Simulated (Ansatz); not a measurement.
# C2H6FNSSi: molecular dynamics, part 2 of 2

Purpose: to follow the molecule's vibrations and see whether its bonds hold. The start is relaxed first. Runs: 214 steps of 0.5 fs at constant energy, with velocities drawn for 1000 K; 250 steps of 0.5 fs at constant energy, with velocities drawn for 700 K. SMILES of the start: F[SiH]1CN1CS.

Ansatz 0.2.0; RKS B3LYP-D4/STO-3G. Earlier steps stand in the parts before.

## 8. Run 2

250 steps of 0.5 fs at constant energy, with velocities drawn for 700 K, starting from the last frame of an earlier run, with new velocities.

File input.yaml:

```yaml
crystal:
  periodic: [false, false, false]
  atoms:
    - { symbol: F, position_ang: [-0.573602, -2.163276, -1.353625] }
    - { symbol: Si, position_ang: [0.640578, -1.673993, -0.390789] }
    - { symbol: C, position_ang: [-0.124793, -0.672381, 1.04793] }
    - { symbol: "N", position_ang: [0.549958, 0.075471, -0.076391] }
    - { symbol: C, position_ang: [-0.225243, 1.14597, -0.768963] }
    - { symbol: S, position_ang: [-0.069632, 2.722943, 0.147227] }
    - { symbol: H, position_ang: [1.813584, -2.426657, -0.594199] }
    - { symbol: H, position_ang: [-1.204856, -0.787515, 1.122736] }
    - { symbol: H, position_ang: [0.346883, -0.704501, 2.03423] }
    - { symbol: H, position_ang: [0.419904, 1.403603, -1.658997] }
    - { symbol: H, position_ang: [-1.248372, 0.783464, -0.818761] }
    - { symbol: H, position_ang: [-0.86007, 2.261518, 1.15931] }
basis:
  gaussian: { orbitals: STO-3G }
hamiltonian:
  xc: b3lyp
  dispersion: d4
md:
  timestep: 0.5
  n_steps: 250
  ensemble: nve
  temperature: 700.0
  initial_velocities: maxwell_boltzmann
  seed: 771251
scf:
  lower_state_search: "off"
```

The run is started by

```sh
$ ansatz run input.yaml --threads 1 --pin off --max-ram 2048MiB --backend cpu --events-out ev --progress --plain --runs-dir out
```

Output, shortened:

```text
Warning: RAYON_NUM_THREADS=1 ignored (pool sized by the plan → 1); use --threads N
[...]
Functional definition: B3LYP
[...]
627 factors; integrals over basis functions are off by at most 1.2e-5 eV
[...]
mean field -24793.56576590 eV, -911.1467362145 hartree, gradient 1.4e-6 eV, S^2 0.000000; 0 other end points of the search recorded, 0 dependent functions left out
[...]
reference -24793.56596472 eV, -911.1467435208 hartree; 32, 32 occupied and 12, 12 virtual orbitals, 627 factors
md step     0: t =     0.00 fs  T =   700.0 K  F+E_penalty+E_count = -24794.05634954 eV  E_kin = 0.904820 eV  conserved = -24793.15152955 eV  (15 SCF iters)
[...]
md step    17: t =     8.50 fs  T =   584.0 K  F+E_penalty+E_count = -24793.90590851 eV  E_kin = 0.754918 eV  conserved = -24793.15099077 eV  (18 SCF iters, 3 dispersion substeps)
[...]
md step    34: t =    17.00 fs  T =   623.6 K  F+E_penalty+E_count = -24793.95880035 eV  E_kin = 0.806024 eV  conserved = -24793.15277625 eV  (20 SCF iters, 3 dispersion substeps)
[...]
md step    51: t =    25.50 fs  T =   925.2 K  F+E_penalty+E_count = -24794.34755266 eV  E_kin = 1.195920 eV  conserved = -24793.15163311 eV  (20 SCF iters, 3 dispersion substeps)
[...]
md step    68: t =    34.00 fs  T =   494.0 K  F+E_penalty+E_count = -24793.78951426 eV  E_kin = 0.638515 eV  conserved = -24793.15099917 eV  (20 SCF iters, 3 dispersion substeps)
md step    69: t =    34.50 fs  T =   531.5 K  F+E_penalty+E_count = -24793.83813192 eV  E_kin = 0.686978 eV  conserved = -24793.15115403 eV  (20 SCF iters, 3 dispersion substeps)
```

## 9. The log goes on: dynamics from the last frame of an earlier run

The log, continued, shortened:

```text
md step    70: t =    35.00 fs  T =   575.5 K  F+E_penalty+E_count = -24793.89520659 eV  E_kin = 0.743842 eV  conserved = -24793.15136466 eV  (20 SCF iters, 3 dispersion substeps)
[...]
md step    93: t =    46.50 fs  T =   627.9 K  F+E_penalty+E_count = -24793.96471348 eV  E_kin = 0.811584 eV  conserved = -24793.15312940 eV  (21 SCF iters, 3 dispersion substeps)
[...]
md step   116: t =    58.00 fs  T =   664.3 K  F+E_penalty+E_count = -24794.01110571 eV  E_kin = 0.858716 eV  conserved = -24793.15239014 eV  (21 SCF iters, 3 dispersion substeps)
[...]
md step   139: t =    69.50 fs  T =   622.1 K  F+E_penalty+E_count = -24793.95456161 eV  E_kin = 0.804115 eV  conserved = -24793.15044647 eV  (20 SCF iters, 3 dispersion substeps)
[...]
md step   160: t =    80.00 fs  T =   825.0 K  F+E_penalty+E_count = -24794.21740780 eV  E_kin = 1.066366 eV  conserved = -24793.15104183 eV  (19 SCF iters, 3 dispersion substeps)
md step   161: t =    80.50 fs  T =   828.8 K  F+E_penalty+E_count = -24794.22285452 eV  E_kin = 1.071349 eV  conserved = -24793.15150582 eV  (19 SCF iters, 3 dispersion substeps)
```

## 10. More of the same log: dynamics from the last frame of an earlier run

The log, continued, shortened:

```text
md step   162: t =    81.00 fs  T =   836.2 K  F+E_penalty+E_count = -24794.23294571 eV  E_kin = 1.080885 eV  conserved = -24793.15206096 eV  (19 SCF iters, 3 dispersion substeps)
[...]
md step   180: t =    90.00 fs  T =   523.9 K  F+E_penalty+E_count = -24793.82688677 eV  E_kin = 0.677163 eV  conserved = -24793.14972380 eV  (20 SCF iters, 3 dispersion substeps)
[...]
md step   198: t =    99.00 fs  T =   671.9 K  F+E_penalty+E_count = -24794.02030981 eV  E_kin = 0.868512 eV  conserved = -24793.15179789 eV  (20 SCF iters, 3 dispersion substeps)
[...]
md step   216: t =   108.00 fs  T =   757.7 K  F+E_penalty+E_count = -24794.13390598 eV  E_kin = 0.979365 eV  conserved = -24793.15454072 eV  (20 SCF iters, 3 dispersion substeps)
[...]
Atom 4 at    -0.113191     1.030940    -0.690851 Å, force    -1.677246    -1.527867     2.669595 eV/Å
Atom 5 at    -0.140242     2.634731     0.053557 Å, force     0.119816     2.049021     0.739480 eV/Å
Atom 6 at     1.949009    -2.126709    -0.724007 Å, force    -0.841278    -0.332517     0.377617 eV/Å
Atom 7 at    -1.252443    -0.454321     1.010451 Å, force     1.538745    -0.932761     0.151090 eV/Å
Atom 8 at     0.271238    -0.808827     2.124188 Å, force    -0.738151     0.258136    -1.743223 eV/Å
Atom 9 at     0.290495     1.229215    -1.628906 Å, force     0.573496    -0.068159    -3.143857 eV/Å
Atom 10 at    -1.131629     0.554321    -0.648517 Å, force     0.084822     0.834137    -1.242624 eV/Å
Atom 11 at    -0.480535     2.218233     1.293956 Å, force    -0.134052    -0.212770     0.221122 eV/Å
Dipole moment:    -0.066672    -0.417328    -0.006052 e Å
Checks for a lower state left out: stability, starts, cluster_reference, orbital_swaps, neighbouring_geometries, increment
```

Wall time 11 min (1 thread of Intel Xeon at 2.70GHz, shared host); peak memory 0.12 GiB.

## 11. The trajectory

One step in 10; energies are changes from step 0:

| time (fs) | T (K) | potential energy change (meV/atom) | total energy change (meV/atom) |
| --- | --- | --- | --- |
| 0.0 | 700 | 0.0 | 0.00 |
| 5.0 | 602 | 10.6 | -0.03 |
| 10.0 | 603 | 10.4 | -0.02 |
| 15.0 | 609 | 9.8 | -0.01 |
| 20.0 | 548 | 16.4 | 0.08 |
| 25.0 | 897 | -21.2 | 0.01 |
| 30.0 | 605 | 10.3 | 0.07 |
| 35.0 | 575 | 13.4 | 0.01 |
| 40.0 | 659 | 4.4 | 0.00 |
| 45.0 | 546 | 16.6 | 0.06 |
| 50.0 | 600 | 10.7 | -0.01 |
| 55.0 | 712 | -1.3 | 0.02 |
| 60.0 | 434 | 28.8 | 0.16 |
| 65.0 | 501 | 21.7 | 0.20 |
| 70.0 | 580 | 13.0 | 0.12 |
| 75.0 | 516 | 20.1 | 0.21 |
| 80.0 | 825 | -13.4 | 0.04 |
| 85.0 | 590 | 12.1 | 0.20 |
| 90.0 | 524 | 19.1 | 0.15 |
| 95.0 | 639 | 6.7 | 0.12 |
| 100.0 | 542 | 17.1 | 0.13 |
| 105.0 | 452 | 26.9 | 0.16 |
| 110.0 | 628 | 7.9 | 0.09 |
| 115.0 | 599 | 11.0 | 0.08 |
| 120.0 | 673 | 2.9 | 0.01 |
| 125.0 | 461 | 25.8 | 0.03 |

time (fs), T (K) and a bar:
```
      0.0        700 ###############
      5.5        611 ##########
     11.0        610 ##########
     16.5        636 ###########
     21.5        669 #############
     27.0        972 ##############################
     32.5        440 
     38.0        734 #################
     43.5        521 #####
     49.0        580 ########
     54.5        668 #############
     60.0        434 
     65.0        501 ####
     70.5        557 #######
     76.0        659 #############
     81.5        841 #######################
     87.0        718 ################
     92.5        664 #############
     98.0        799 ####################
    103.5        486 ###
    108.5        742 #################
    114.0        657 ############
    119.5        713 ################
    125.0        461 #
```

Maxima of the velocity power spectrum (cm⁻¹, relative height; resolution about 530 cm⁻¹): 670 (100), 1130 (73), 1600 (57), 3270 (35).

## 12. Snapshots as a file

Positions (Å) and forces (eV/Å):

```xyz
12
time_fs=15.5 T=624 dE=0.0974
F    -0.598   -2.218   -1.456    1.808    0.452    1.528
Si    0.605   -1.673   -0.350   -2.211    1.062   -1.367
C    -0.079   -0.695    1.062   -1.204    2.167    0.574
N     0.647    0.106   -0.058   -0.017   -1.461    0.263
C    -0.211    1.101   -0.719   -2.913    0.860    1.238
S    -0.072    2.725    0.143    1.043    0.991   -0.833
H     1.973   -1.924   -0.650    0.533   -1.105    0.019
H    -1.186   -0.420    1.074    0.871   -1.085   -0.327
H     0.252   -0.419    2.096    0.584   -0.990   -0.519
H     0.030    1.222   -1.761    0.775    0.213   -1.130
H    -1.353    0.933   -0.705    1.361   -0.651   -0.015
H    -0.975    2.462    1.089   -0.630   -0.453    0.571
12
time_fs=31.0 T=502 dE=0.2566
F    -0.480   -2.241   -1.443   -2.267   -0.612   -2.026
Si    0.489   -1.619   -0.381    2.384   -2.126    1.165
C    -0.038   -0.706    1.085    0.178   -1.671   -0.661
N     0.752    0.082   -0.061   -1.456    2.172    0.559
C    -0.273    1.101   -0.674    1.667   -0.192   -2.919
S    -0.073    2.761    0.132   -1.507   -1.186    0.374
H     1.570   -2.647   -0.307   -0.195    1.165    0.077
H    -1.116   -0.664    1.247   -0.188    0.992    0.059
H     0.523   -0.956    1.974    0.339    0.646    0.772
H    -0.078    1.170   -1.815    1.103    0.568    1.651
H    -1.286    0.714   -0.852   -0.995   -0.091    1.698
H    -1.055    2.480    1.100    0.936    0.335   -0.750
12
time_fs=47.0 T=633 dE=0.0851
F    -0.524   -2.302   -1.567    0.659    0.634    1.159
Si    0.477   -1.653   -0.382    0.416    0.265    0.372
C     0.005   -0.750    1.141    1.075    1.834   -0.814
N     0.741    0.172    0.035    1.808   -2.605   -0.600
C    -0.195    1.129   -0.645   -2.187   -1.075    0.386
S    -0.104    2.766    0.103    0.710    1.288   -0.546
H     1.585   -2.551    0.080   -0.680    0.537   -0.999
H    -0.845   -0.161    1.415   -1.562   -0.412    0.657
H     0.758   -0.772    1.945   -0.447   -0.527    0.352
H     0.062    1.252   -1.705    0.190   -0.170   -0.319
H    -1.258    0.732   -0.563    0.625    0.600   -0.516
H    -0.894    2.483    1.133   -0.607   -0.369    0.869
12
time_fs=62.5 T=501 dE=0.2559
F    -0.535   -2.292   -1.600    0.478    1.181    1.541
Si    0.463   -1.669   -0.365   -0.123   -0.180   -0.259
C     0.030   -0.630    1.195   -1.270   -3.288   -0.212
N     0.811    0.064    0.062   -2.058    1.625   -0.730
C    -0.187    1.073   -0.644    2.666    1.317    1.596
S    -0.134    2.806    0.086   -0.030   -1.004    0.257
H     1.739   -2.265   -0.694    0.130   -0.233    0.499
H    -1.103   -0.580    1.354    1.413    0.797   -0.381
H     0.532   -0.849    2.162    0.135    0.475   -0.420
H     0.359    1.224   -1.598   -1.435   -0.311   -0.569
H    -1.249    0.778   -0.566   -0.011   -0.542   -1.043
H    -0.660    2.398    1.288    0.107    0.163   -0.278
12
time_fs=78.0 T=871 dE=-0.2237
F    -0.519   -2.172   -1.485   -1.644   -0.631   -1.248
Si    0.478   -1.671   -0.366    1.629    0.550    0.266
C     0.001   -0.807    1.116   -0.006    1.999    0.387
N     0.736    0.036   -0.004    1.270   -0.362    0.938
C    -0.087    1.099   -0.620   -1.185   -0.097   -1.721
S    -0.161    2.800    0.070    0.425   -0.247    1.190
H     1.714   -2.344   -0.496    0.726   -0.682    0.092
H    -0.992   -0.433    1.283   -1.500   -0.178   -0.265
H     0.474   -0.705    2.084    0.907   -0.690    0.489
H     0.267    1.239   -1.699   -0.474   -0.212    1.184
H    -1.135    0.715   -0.642   -0.218    0.351   -0.468
H    -0.382    2.390    1.382    0.070    0.200   -0.846
12
time_fs=94.0 T=662 dE=0.0482
F    -0.631   -2.085   -1.443    1.415    0.012    0.621
Si    0.619   -1.695   -0.370   -2.391    0.166   -0.561
C    -0.073   -0.813    1.073   -0.118   -0.469    1.540
N     0.733    0.092    0.047   -0.047    0.163    0.338
C    -0.167    1.097   -0.719   -0.900   -0.888    0.670
S    -0.152    2.780    0.080   -0.034   -0.401   -1.487
H     1.608   -2.699   -0.010    0.192    0.224   -0.620
H    -1.190   -0.652    1.272    1.701    0.026   -0.399
H     0.536   -1.026    2.034   -1.218    1.021   -1.347
H     0.184    1.224   -1.718    1.771    0.521   -1.398
H    -1.175    0.696   -1.026   -0.203    0.167    1.477
H    -0.246    2.312    1.316   -0.169   -0.542    1.164
12
time_fs=109.5 T=663 dE=0.0477
F    -0.630   -2.016   -1.371   -0.342   -0.238   -0.650
Si    0.626   -1.692   -0.392    0.980    1.478    1.212
C    -0.101   -0.783    1.060    0.732   -0.625   -2.236
N     0.743    0.160    0.121   -0.306   -2.090   -1.875
C    -0.181    1.040   -0.759    1.141    1.107   -1.629
S    -0.140    2.718    0.076   -0.261   -1.049    0.477
H     1.748   -2.669   -0.613   -0.714    0.940    0.469
H    -1.159   -0.743    0.864   -1.165    0.412    0.591
H     0.209   -0.685    2.067    0.298   -0.225    1.772
H     0.263    1.109   -1.860   -0.745    0.083    2.486
H    -1.250    0.742   -0.898    0.269   -0.490    0.329
H    -0.319    2.099    1.321    0.113    0.696   -0.945
12
time_fs=125.0 T=461 dE=0.3095
F    -0.630   -1.976   -1.356    0.340   -0.442   -0.484
Si    0.615   -1.586   -0.362    0.198   -3.782   -2.011
C    -0.146   -0.774    1.048    0.305    1.260    2.292
N     0.735    0.026    0.004    0.230    2.898    2.174
C    -0.113    1.031   -0.691   -1.677   -1.528    2.670
S    -0.140    2.635    0.054    0.120    2.049    0.740
H     1.949   -2.127   -0.724   -0.841   -0.333    0.378
H    -1.252   -0.454    1.010    1.539   -0.933    0.151
H     0.271   -0.809    2.124   -0.738    0.258   -1.743
H     0.290    1.229   -1.629    0.574   -0.068   -3.144
H    -1.132    0.554   -0.648    0.085    0.834   -1.243
H    -0.480    2.218    1.294   -0.134   -0.213    0.221
```

Reading of run 2. The temperature starts at 700 K and averages 642 K in the second half, where it ranges from 450 to 871 K. The total energy strays from its start by at most 0.31 meV/atom, 0.5 % of the mean kinetic energy, which is good for a step of 0.5 fs. The bonds all hold.

## 13. What came out

What follows sums up all 2 parts.

```
                                 quantity                                    value
                  relaxation of the start                 10 moves, 1.126 eV lower
                            run 1: length                      214 steps of 0.5 fs
  run 1: temperature, first and last step                           1000 and 417 K
          run 1: temperature, second half            mean 500 K, from 354 to 705 K
     run 1: potential energy, second half  +54 meV/atom from this run's first step
run 1: largest change of the total energy                            0.68 meV/atom
            run 1: bonds formed or broken                                        0
                            run 2: length                      250 steps of 0.5 fs
  run 2: temperature, first and last step                            700 and 461 K
          run 2: temperature, second half            mean 642 K, from 450 to 871 K
     run 2: potential energy, second half   +6 meV/atom from this run's first step
run 2: largest change of the total energy                            0.31 meV/atom
            run 2: bonds formed or broken                                        0
```

**Reading.** Mean temperatures of the second halves: 500 K, 642 K. No bond formed or broke in any run. Averages from a run of 125 fs with 12 atoms are rough. The nuclei move classically, without zero-point motion, which matters most for hydrogen. The basis is very small, so the numbers are rough.
